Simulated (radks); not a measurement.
**Ga³⁺ in [Ne] 3s1.5 3p6 3d10 4d0.5: an all-electron calculation**

Wanted: eigenvalues, radial structure and energy terms of the gallium ion Ga3+.

The numbers are computed with radks (a radial shooting solver on a logarithmic mesh, Libxc functionals) version 1 (Dirac Kohn-Sham, LDA (Slater exchange, VWN5 correlation), spin-unpolarised, spherical densities, point nucleus; open shells fill j = l - 1/2 first), except any that are marked as measured or tabulated.

## Step 1: Starting point

| Quantity | Value |
| --- | --- |
| element | gallium (Z = 31) |
| charge | +3 |
| electrons | 28 |
| configuration | [Ne] 3s1.5 3p6 3d10 4d0.5 |

## Step 2: The calculation

The run's settings:

```text
Z 31
configuration [Ne] 3s1.5 3p6 3d10 4d0.5
relativity Dirac
functional lda,vwn5
spin unpolarised
j_filling energy
nucleus point
c 137.035999084
```

What does the calculation give?

**Answer**, as computed:

```
                        quantity                   value
                    total energy     -1935.94986 hartree
exchange-correlation share of it                  3.69 %
                            −T/E                  1.0194
          highest occupied level       4d3/2, -17.411 eV
    most extended occupied level  4d3/2, <r> = 3.16 bohr
 radius at density 0.001 e/bohr³               3.52 bohr
    maxima of the radial density                       3
```

**Reading.** 4 principal shells are occupied and 3 maxima appear in the radial density; where shells overlap, one shows as a shoulder or not at all. −T/E is 1.019: with relativity the kinetic term as defined here no longer equals −E. This is not the tabulated ground configuration, so its levels and sizes aren't those of the ground state, and no measured value stands beside it.
